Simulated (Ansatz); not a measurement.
BaTiO3, space group Pm-3m: a scan of the Hubbard U, run with Ansatz 0.2.0, Python API.

The script, `run_plus_u.py`:
```python
import ansatz as az
import numpy as np


def count_gap(report):
    # lowest empty less highest filled band, counting bands; zero where they overlap
    return max(report.get("gap_by_band_count_ev") or 0.0, 0.0)


def main() -> None:
    crystal = (
        az.Lattice.from_parameters(4.006, 4.006, 4.006, alpha=90.0, beta=90.0, gamma=90.0)
        .atom("Ba", (0.5, 0.5, 0.5))
        .atom("Ti", (0.0, 0.0, 0.0))
        .atom("O", (0.5, 0.0, 0.0))
        .atom("O", (0.0, 0.5, 0.0))
        .atom("O", (0.0, 0.0, 0.5))
    )

    model = (
        crystal.calculation()
        .basis(470)
        .kpoints(4)
        .occupations("Fixed")
        .band_table()
    )
    rows = []
    for u in [0.0, 2.0, 4.0, 6.0]:
        rep = model.hubbard("Ti", "d", u_eff=u).run(threads=1).report
        shell = rep["hubbard"]["n_scf"]
        rows.append((u, count_gap(rep), sum(shell) / len(shell), rep["n_iterations"]))
    for row in rows:
        print("; ".join(f"{name} = {round(v, 4) if isinstance(v, float) else v}" for name, v in zip(["U_eff eV", "gap by band count eV", "Ti d occupation (projector)", "iterations"], row)))
    print("eigenvalues of the first occupation matrix at the last U, by spin:")
    for channel in rep["hubbard"]["n_eig"][0]:
        print("  ", " ".join(f"{n:.3f}" for n in channel))


if __name__ == "__main__":
    main()
```

What does raising U do here?

From U = 0 to 6 eV the gap on the mesh goes from 1.79 eV to 2.52 eV.

What the script printed:

```console
$ python run_plus_u.py
U_eff eV = 0.0; gap by band count eV = 1.7863; Ti d occupation (projector) = 2.3531; iterations = 9
U_eff eV = 2.0; gap by band count eV = 1.9927; Ti d occupation (projector) = 2.2681; iterations = 8
U_eff eV = 4.0; gap by band count eV = 2.2349; Ti d occupation (projector) = 2.1778; iterations = 9
U_eff eV = 6.0; gap by band count eV = 2.523; Ti d occupation (projector) = 2.0825; iterations = 9
eigenvalues of the first occupation matrix at the last U, by spin:
   0.156 0.156 0.156 0.286 0.286
```

What to keep in mind:
- No spin polarisation was allowed.
- Semilocal gaps usually lie well under measured ones.
- Under fixed occupations the level called the Fermi level is the highest filled one on the SCF mesh; off the mesh a filled band can lie a little above it.
- This is a high-temperature or high-pressure form, not the ambient phase.
- No functional is typed, so the default, PBE, holds.
- The structure is a deposited one; some such entries were measured under pressure or heat, so a shift against it needn't be the functional's error alone.
- Levels are Kohn-Sham eigenvalues on this mesh, without spin-orbit coupling.
- Shell occupations and the effect of U depend on the projectors; a run with no .spin step is spin-unpolarised, and each U may end in a state that isn't the lowest.
- Finished in 8.8 s on 1 thread of Arm Neoverse V1, on a shared host, peak memory 0.41 GiB.
